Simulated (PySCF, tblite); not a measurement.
# C₁₄H₁₀OSSe: excited states

Wanted: excited states for C₁₄H₁₀OSSe (`C[Se]c1ccc2c(=O)c3ccccc3sc2c1`).

Programs: tblite 0.8.0 and PySCF 2.14.0, with routines of our own; each step states its level. All values are computed. Atoms count from 0.

## (1) The system as given

27 atoms, charge 0, multiplicity 1; geometry from: force field or distance geometry start.

## (2) Optimising the geometry with GFN2-xTB

What the job is given:

```
{"job": {"kind": "relax", "xc": "GFN2-xTB", "basis": "xTB"}, "charge": 0, "multiplicity": 1}
C      5.440800     1.089400     0.579400
Se     4.654600    -0.622600     1.000900
C      2.827500    -0.752700     0.576200
C      2.302100    -1.893800     0.006800
C      0.962500    -2.030500    -0.310700
C      0.048100    -0.991200    -0.109800
C     -1.241300    -1.179800    -0.460300
O     -1.545300    -2.311000    -0.958600
C     -2.258800    -0.288000    -0.322500
C     -3.552300    -0.649900    -0.733000
C     -4.623900     0.222200    -0.626900
C     -4.487400     1.487900    -0.101400
C     -3.200600     1.850600     0.319300
C     -2.124700     0.983000     0.195900
S     -0.548600     1.431400     0.707000
C      0.567600     0.161300     0.462500
C      1.910700     0.289600     0.786400
H      6.133600     1.037800    -0.267200
H      4.594600     1.756300     0.299900
H      5.944600     1.535100     1.467900
H      2.994800    -2.704900    -0.148200
H      0.658800    -2.972900    -0.749600
H     -3.746700    -1.616300    -1.147700
H     -5.605000    -0.084400    -0.950500
H     -5.281100     2.200200     0.005100
H     -3.095900     2.847600     0.727300
H      2.251500     1.232100     1.222400
```

Started as:

```console
> OMP_NUM_THREADS=2 python excited_run.py task.json out
```

One launch serves the whole session: the jobs run in the order shown.

Log:

```text
step      E/eV     max force
  0   -1238.11238    6.403
  1   -1238.76740    4.952
  2   -1239.03575    1.560
  3   -1239.14154    0.767
  4   -1239.19457    0.373
  5   -1239.21225    0.212
  6   -1239.21945    0.191
  7   -1239.22702    0.190
  8   -1239.23456    0.205
  9   -1239.24190    0.176
 10   -1239.24817    0.210
 11   -1239.25377    0.221
 12   -1239.25919    0.175
 13   -1239.26434    0.128
 14   -1239.26875    0.121
 15   -1239.27247    0.126
 16   -1239.27569    0.130
 17   -1239.27863    0.105
 18   -1239.28141    0.113
 19   -1239.28428    0.122
 20   -1239.28745    0.169
 21   -1239.29086    0.177
 22   -1239.29407    0.173
 23   -1239.29687    0.118
 24   -1239.29942    0.120
 25   -1239.30189    0.121
 26   -1239.30437    0.174
 27   -1239.30687    0.182
 28   -1239.30935    0.133
 29   -1239.31161    0.106
 30   -1239.31347    0.090
 31   -1239.31495    0.086
 32   -1239.31623    0.075
 33   -1239.31756    0.091
 34   -1239.31901    0.087
 35   -1239.32039    0.088
 36   -1239.32146    0.066
 37   -1239.32224    0.053
 38   -1239.32298    0.063
 39   -1239.32393    0.080
 40   -1239.32506    0.080
 41   -1239.32609    0.074
 42   -1239.32686    0.060
 43   -1239.32748    0.058
 44   -1239.32818    0.062
 45   -1239.32899    0.058
 46   -1239.32978    0.055
 47   -1239.33042    0.055
 48   -1239.33095    0.049
 49   -1239.33143    0.050
 50   -1239.33187    0.051
 51   -1239.33227    0.045
 52   -1239.33267    0.052
 53   -1239.33304    0.047
 54   -1239.33335    0.044
 55   -1239.33358    0.044
 56   -1239.33379    0.035
 57   -1239.33400    0.041
 58   -1239.33418    0.030
 59   -1239.33430    0.036
 60   -1239.33440    0.037
 61   -1239.33453    0.034
 62   -1239.33472    0.032
 63   -1239.33495    0.036
 64   -1239.33517    0.040
 65   -1239.33535    0.039
 66   -1239.33552    0.033
 67   -1239.33567    0.026
 68   -1239.33578    0.022
 69   -1239.33587    0.020
 70   -1239.33597    0.025
 71   -1239.33610    0.025
 72   -1239.33626    0.028
 73   -1239.33647    0.029
 74   -1239.33677    0.035
 75   -1239.33723    0.056
 76   -1239.33783    0.064
 77   -1239.33852    0.053
 78   -1239.33930    0.058
 79   -1239.34019    0.074
 80   -1239.34139    0.090
 81   -1239.34296    0.114
 82   -1239.33833    0.439
 83   -1239.34535    0.088
 84   -1239.34656    0.079
 85   -1239.33445    0.695
 86   -1239.35011    0.074
 87   -1239.35229    0.079
 88   -1239.34835    0.632
 89   -1239.35825    0.085
 90   -1239.36195    0.088
 91   -1239.35808    0.677
 92   -1239.36999    0.089
 93   -1239.37391    0.105
 94   -1239.37299    0.622
 95   -1239.38376    0.093
 96   -1239.38683    0.100
 97   -1239.39131    0.282
 98   -1239.39428    0.110
 99   -1239.39676    0.085
100   -1239.40080    0.093
101   -1239.40283    0.138
102   -1239.40455    0.120
103   -1239.40630    0.092
104   -1239.40803    0.106
105   -1239.40941    0.136
106   -1239.41117    0.133
107   -1239.41266    0.095
108   -1239.41366    0.054
109   -1239.41404    0.045
110   -1239.41437    0.075
111   -1239.41487    0.034
112   -1239.41522    0.042
113   -1239.41553    0.038
114   -1239.41583    0.034
115   -1239.41620    0.042
116   -1239.41654    0.038
117   -1239.41687    0.039
118   -1239.41717    0.028
119   -1239.41740    0.025
120   -1239.41754    0.021
121   -1239.41765    0.019
122   -1239.41776    0.018
123   -1239.41788    0.020
124   -1239.41802    0.022
125   -1239.41817    0.022
126   -1239.41831    0.020
127   -1239.41843    0.031
128   -1239.41854    0.027
129   -1239.41867    0.031
130   -1239.41890    0.038
131   -1239.41916    0.041
132   -1239.41940    0.031
133   -1239.41962    0.028
134   -1239.41984    0.028
135   -1239.42013    0.029
136   -1239.42051    0.040
137   -1239.42094    0.049
138   -1239.42134    0.055
139   -1239.42171    0.049
140   -1239.42211    0.041
141   -1239.42251    0.036
142   -1239.42282    0.040
143   -1239.42300    0.030
144   -1239.42313    0.022
145   -1239.42326    0.020
146   -1239.42340    0.022
147   -1239.42352    0.020
148   -1239.42361    0.019
149   -1239.42371    0.017
150   -1239.42381    0.021
151   -1239.42394    0.026
152   -1239.42406    0.021
153   -1239.42419    0.019
154   -1239.42430    0.018
155   -1239.42440    0.019
156   -1239.42449    0.019
157   -1239.42459    0.022
158   -1239.42472    0.026
159   -1239.42492    0.037
160   -1239.42517    0.037
161   -1239.42537    0.027
162   -1239.42551    0.020
163   -1239.42561    0.021
164   -1239.42571    0.023
165   -1239.42583    0.022
166   -1239.42593    0.019
167   -1239.42601    0.024
168   -1239.42609    0.031
169   -1239.42617    0.033
170   -1239.42628    0.027
171   -1239.42643    0.027
172   -1239.42663    0.036
173   -1239.42689    0.034
174   -1239.42713    0.030
175   -1239.42732    0.032
176   -1239.42748    0.034
177   -1239.42764    0.030
178   -1239.42779    0.019
179   -1239.42788    0.022
180   -1239.42795    0.017
181   -1239.42800    0.012
182   -1239.42803    0.009
```

It took 23 s on 2 threads of Intel Xeon at 2.50GHz, shared host; peak memory 0.18 GiB.

Relaxation path: (not every step is listed)

```csv
step,energy from step 0 (eV),largest force (eV/Å)
0,0.0000,6.4030
1,-0.6550,4.9519
2,-0.9234,1.5604
3,-1.0292,0.7673
4,-1.0822,0.3731
5,-1.0999,0.2122
6,-1.1071,0.1910
7,-1.1146,0.1895
8,-1.1222,0.2053
24,-1.1870,0.1197
40,-1.2127,0.0797
56,-1.2214,0.0351
72,-1.2239,0.0283
88,-1.2360,0.6316
104,-1.2957,0.1061
120,-1.3052,0.0215
136,-1.3081,0.0395
152,-1.3117,0.0208
168,-1.3137,0.0309
177,-1.3153,0.0299
178,-1.3154,0.0192
179,-1.3155,0.0220
180,-1.3156,0.0166
181,-1.3156,0.0115
182,-1.3157,0.0092
```

Close pairs (by a distance rule), those that changed most:

```
   bond  before (Å)  after (Å)  change (Å)
  C5–C6       1.349      1.471      +0.122
  C6–C8       1.360      1.476      +0.116
  C6–O7       1.273      1.222      -0.051
S14–C15       1.708      1.751      +0.042
C13–S14       1.717      1.751      +0.034
 C0–H19       1.114      1.087      -0.027
 C0–H18       1.113      1.087      -0.026
C11–C12       1.402      1.377      -0.024
```

The next job starts from the end point, and lists it.

## (3) Vibrational analysis with GFN2-xTB

What the job is given:

```
{"job": {"kind": "ir", "xc": "GFN2-xTB", "basis": "xTB"}, "charge": 0, "multiplicity": 1}
C      4.983326     1.255001     0.884861
Se     4.781582    -0.621015     0.385804
C      2.894020    -0.770174     0.181308
C      2.391397    -2.022511    -0.192643
C      1.042586    -2.190844    -0.360593
C      0.134947    -1.137490    -0.166583
C     -1.290972    -1.432356    -0.376315
O     -1.659586    -2.563346    -0.657360
C     -2.268638    -0.333403    -0.250872
C     -3.607801    -0.638946    -0.525088
C     -4.597647     0.311642    -0.434440
C     -4.269980     1.611830    -0.063742
C     -2.960675     1.940238     0.209412
C     -1.957183     0.975467     0.118574
S     -0.336292     1.519294     0.495952
C      0.652214     0.103796     0.206628
C      2.023323     0.283103     0.379182
H      6.049977     1.422894     1.008800
H      4.600794     1.891032     0.090386
H      4.469335     1.443702     1.824229
H      3.077170    -2.844391    -0.345872
H      0.631251    -3.146579    -0.650391
H     -3.829638    -1.656137    -0.812134
H     -5.622670     0.050705    -0.649016
H     -5.037132     2.367815     0.008038
H     -2.689862     2.945499     0.496139
H      2.376258     1.261597     0.666308
```

Log:

```text
mode    cm-1     km/mol
  1      20.8      1.38
  2      33.7      0.99
  3      70.0      5.29
  4     100.9      0.13
  5     106.3      1.16
  6     151.2      0.11
  7     183.1      0.76
  8     193.9      1.03
  9     208.3      0.21
 10     209.5      1.35
 11     252.1      0.48
 12     262.6      1.08
 13     331.3     11.03
 14     350.1      2.53
 15     377.8      0.11
 16     411.6      0.06
 17     414.8      0.15
 18     453.3      1.11
 19     455.3      0.60
 20     485.6      8.79
 21     500.4      0.02
 22     571.0     20.11
 23     585.0      4.89
 24     616.7      1.03
 25     618.5      3.45
 26     659.1      0.29
 27     660.2      2.62
 28     721.5     46.05
 29     731.5     11.14
 30     777.2     33.35
 31     784.7      4.08
 32     815.5     18.34
 33     855.2      0.08
 34     870.4     22.27
 35     873.6      8.66
 36     883.7      0.01
 37     909.0     28.97
 38     921.5      0.43
 39     923.5      0.36
 40     929.4      0.12
 41    1041.6     15.85
 42    1065.1     43.51
 43    1088.1     37.76
 44    1089.5      9.75
 45    1141.9      4.47
 46    1152.2     13.30
 47    1175.3      3.62
 48    1188.0     39.76
 49    1227.9      0.81
 50    1236.3      2.52
 51    1261.8    166.11
 52    1280.3      9.84
 53    1338.4      6.78
 54    1341.4      6.24
 55    1368.7    170.04
 56    1405.4     49.27
 57    1423.5      6.57
 58    1434.4      5.82
 59    1435.7      6.30
 60    1442.4      7.68
 61    1529.7     43.06
 62    1558.3     64.58
 63    1565.9    350.18
 64    1585.7     34.32
 65    1651.4    383.15
 66    3003.4      3.14
 67    3016.0      9.76
 68    3031.0      4.98
 69    3066.0     13.32
 70    3084.4      3.28
 71    3089.6     15.46
 72    3093.5      2.65
 73    3095.7      3.79
 74    3096.3     22.49
 75    3102.1     43.92
```

Wall time 23 s (2 threads of Intel Xeon at 2.50GHz, shared host); peak memory 0.18 GiB.

Which atoms move in the most intense modes:

```
cm⁻¹  km/mol                                  atoms
 722    46.0              C6 33 %, C8 13 %, C5 13 %
1262   166.1              C6 31 %, C8 15 %, C5 13 %
1369   170.0   C15 25 %, C16 25 %, C3 15 %, C4 13 %
1405    49.3  C8 17 %, H24 14 %, C13 12 %, C10 12 %
1558    64.6  C11 20 %, C8 15 %, C10 13 %, C13 12 %
1566   350.2             C4 22 %, C3 19 %, C15 11 %
1651   383.1                       C6 59 %, O7 37 %
3102    43.9           H23 40 %, H24 25 %, H22 21 %
```

## (4) Excited states: TDA wB97X-D/def2-SVP

Settings changed since step 3:

```diff
@@ -1,2 +1,2 @@
-{"job": {"kind": "ir", "xc": "GFN2-xTB", "basis": "xTB"}, "charge": 0, "multiplicity": 1}
+{"job": {"kind": "states", "xc": "wB97X-D", "basis": "def2-SVP", "tda": true, "soc": true, "nstates": 8, "ntriplets": 4, "nquad": 4}, "charge": 0, "multiplicity": 1}
 C      4.983326     1.255001     0.884861
```

With the program's defaults for keys left out, this is: TDA wB97X-D/def2-SVP excited states, vertical, gas phase, spin-orbit mean-field couplings.

Log:

```text
coarse grid: 116072 points
cycle   1  E = -3413.2656283632  dE =  3.256e+00  |g| = 9.174e-01  |ddm| = 6.910e+00
cycle   2  E = -3413.0115174719  dE =  2.541e-01  |g| = 1.514e+00  |ddm| = 3.644e+00
cycle   3  E = -3413.4666417764  dE = -4.551e-01  |g| = 9.144e-02  |ddm| = 2.475e+00
cycle   4  E = -3413.4686097185  dE = -1.968e-03  |g| = 5.753e-02  |ddm| = 1.998e-01
cycle   5  E = -3413.4694433981  dE = -8.337e-04  |g| = 1.638e-02  |ddm| = 9.321e-02
cycle   6  E = -3413.4695281161  dE = -8.472e-05  |g| = 6.493e-03  |ddm| = 3.907e-02
cycle   7  E = -3413.4695468861  dE = -1.877e-05  |g| = 2.508e-03  |ddm| = 1.589e-02
cycle   8  E = -3413.4695506726  dE = -3.786e-06  |g| = 7.822e-04  |ddm| = 1.010e-02
final grid: 246664 points
cycle   9  E = -3413.4683930884  dE = -3.854e-06  |g| = 1.181e-03  |ddm| = 1.089e-02
cycle  10  E = -3413.4683932649  dE = -1.765e-07  |g| = 1.120e-03  |ddm| = 3.560e-03
cycle  11  E = -3413.4683935978  dE = -3.329e-07  |g| = 1.916e-04  |ddm| = 1.715e-03
cycle  12  E = -3413.4683936137  dE = -1.586e-08  |g| = 1.420e-04  |ddm| = 4.427e-04
cycle  13  E = -3413.4683936224  dE = -8.725e-09  |g| = 4.432e-05  |ddm| = 3.596e-04
cycle  14  E = -3413.4683936238  dE = -1.424e-09  |g| = 2.357e-05  |ddm| = 1.136e-04
cycle  15  E = -3413.4683936243  dE = -5.239e-10  |g| = 7.374e-06  |ddm| = 9.669e-05
converged SCF energy = -3413.4683936243

Singlet excitations
state   eV       nm        f     d(h-e)  d(exc)  Lambda  PR(NTO)  |dmu|/D   mu/D   main configurations
  1   3.9433   314.4   0.00017   1.107   2.968   0.461   1.005    2.038    1.682   H-2->L 0.91
  2   4.2464   292.0   0.09943   0.968   3.866   0.600   1.371    1.454    5.116   H-1->L 0.50, H->L 0.33
  3   4.6001   269.5   0.28790   2.283   4.422   0.600   1.447    7.049    9.041   H->L 0.42, H-1->L 0.29, H->L+1 0.09
  4   5.0152   247.2   0.25015   0.960   3.465   0.606   2.841    2.694    5.452   H-1->L+1 0.32, H-4->L 0.18, H->L+2 0.18
  5   5.1569   240.4   0.39519   0.411   3.715   0.568   2.055                     H->L+1 0.29, H-1->L+1 0.20, H->L+4 0.12
  6   5.1628   240.1   0.10509   0.260   3.024   0.469   1.341                     H->L+4 0.52, H-1->L+4 0.22
  7   5.6314   220.2   0.14988   0.695   3.743   0.615   2.700                     H-3->L 0.25, H->L+1 0.18, H->L+3 0.09
  8   5.8041   213.6   0.38251   0.884   3.912   0.638   2.217                     H-3->L 0.46, H-1->L+2 0.20, H-1->L+1 0.14

Triplet excitations (Tamm-Dancoff)
state   eV     d(h-e)  d(exc)  Lambda  PR(NTO)   main configurations
  1   3.2286   0.554   3.537   0.605   1.199   H->L 0.63, H-1->L 0.15
  2   3.4972   1.065   2.890   0.459   1.011   H-2->L 0.88
  3   3.6149   0.940   3.550   0.616   1.768   H-1->L 0.53, H->L+1 0.14
  4   3.8815   0.306   3.045   0.637   1.963   H-3->L 0.37, H-1->L+1 0.12, H-1->L 0.10
S1 - T1 = 0.7147 eV

Spin-orbit couplings |<S|Hso|T>| (cm-1)
             T1       T2       T3       T4
S0        1.420   43.855    4.400    2.200
S1       24.336    1.135    7.595    8.051
S2        0.155   15.773    2.130    0.410
S3        1.030    0.726    0.983    0.784
S4        0.894    4.023    1.323    0.452
S5       22.785    1.620   32.172    5.646
S6       46.464    4.884   67.451   11.812
S7        0.714   15.030    0.356    0.553
S8        2.157   14.580    2.100    0.231
T1 sublevels (cm-1): 0.000 0.149 0.303   radiative rates (1/s): 1.01 0.169 2.03
```

Wall time 7.6 min (2 threads of Intel Xeon at 2.50GHz, shared host); peak memory 2.3 GiB.

From this job:

| quantity | value |
| --- | --- |
| S1 less T1 | 0.71 eV |

Orbitals, density, ELF and potential are computed afterwards from the orbital file.

Frontier orbitals at wB97X-D/def2-SVP, with the share of their density that lies nearest to each atom:

```csv
orbital,energy (eV),lies on
HOMO,-7.91,"Se1 39 %; C3, C5 about 11 % each; S14 11 %"
LUMO,-0.29,"C6 19 %; O7 15 %; C2, C11 about 8 % each"
```

ELF in a plane through or near 25 of the atoms.

Values, 10 rows by 14 columns:
```
0.00 0.00 0.00 0.00 0.00 0.00 0.00 0.00 0.00 0.00 0.00 0.00 0.00 0.00
0.00 0.00 0.00 0.00 0.00 0.00 0.00 0.00 0.00 0.01 0.00 0.00 0.00 0.00
0.00 0.00 0.02 0.03 0.00 0.00 0.08 0.54 0.03 1.00 0.01 0.82 0.00 0.00
0.00 0.28 0.98 0.58 0.02 0.96 0.24 0.48 0.09 0.21 0.59 1.00 0.01 0.00
0.00 0.03 0.62 0.80 0.02 0.83 0.51 0.57 0.28 0.43 0.83 0.19 0.02 0.00
0.00 0.00 0.54 0.73 0.79 0.89 0.47 0.46 0.54 0.82 0.90 1.00 0.88 0.00
0.00 0.00 0.65 0.65 0.32 0.38 0.73 0.75 0.21 0.21 0.98 0.01 0.00 0.00
0.00 0.00 0.01 0.01 1.00 0.63 0.84 0.05 0.31 0.31 0.92 0.00 0.00 0.00
0.00 0.00 0.00 0.00 0.86 0.02 0.97 0.03 0.43 0.04 0.00 0.00 0.00 0.00
0.00 0.00 0.00 0.00 0.00 0.00 0.00 0.00 0.00 0.00 0.00 0.00 0.00 0.00
```
The map spans 17.3 Å across and 11.6 Å up, centred on the molecule. Atoms in the plane (x, y in Å): C0 (-5.0, 1.5), Se1 (-4.8, -0.5), C2 (-2.9, -0.7), C3 (-2.4, -2.0), C4 (-1.1, -2.2), C5 (-0.2, -1.2), C6 (1.3, -1.5), O7 (1.6, -2.7), C8 (2.3, -0.4), C9 (3.6, -0.8), C10 (4.6, 0.1), C11 (4.3, 1.5), C12 (3.0, 1.9), C13 (2.0, 0.9), S14 (0.3, 1.6), C15 (-0.7, 0.1), C16 (-2.0, 0.4), H17 (-6.1, 1.7), H20 (-3.1, -2.8), H21 (-0.7, -3.2), H22 (3.8, -1.9), H23 (5.7, -0.2), H24 (5.1, 2.2), H25 (2.7, 2.9), H26 (-2.4, 1.4).

On the surface of density 0.002 e/bohr³ the electrostatic potential runs, from the 1st to the 99th percentile, from -1.70 V near O7 to 1.14 V near H17.

## (5) Summary of results

| quantity | value |
| --- | --- |
| strongest single infrared mode (GFN2-xTB) | 1651 cm⁻¹, 383 km/mol |
| zero-point energy (GFN2-xTB) | 120.1 kcal/mol |
| S1 less T1 (step 4, TDA wB97X-D/def2-SVP) | 0.71 eV |
| surface potential, 1st and 99th percentile | -1.70 V and 1.14 V |

No mode is imaginary among the 75: a minimum at this level. The strongest single mode, at 1651 cm⁻¹, moves mainly C6 and O7. GFN2-xTB is a fitted tight-binding method: band positions and strengths are rough. Its intensities can rank the bands wrongly. Scalar relativity is left out for the heavy atoms. In step 4, the number of triplets below S1 is at least 4, and the largest singlet-triplet spin-orbit coupling is S6–T3, 67.45 cm⁻¹.
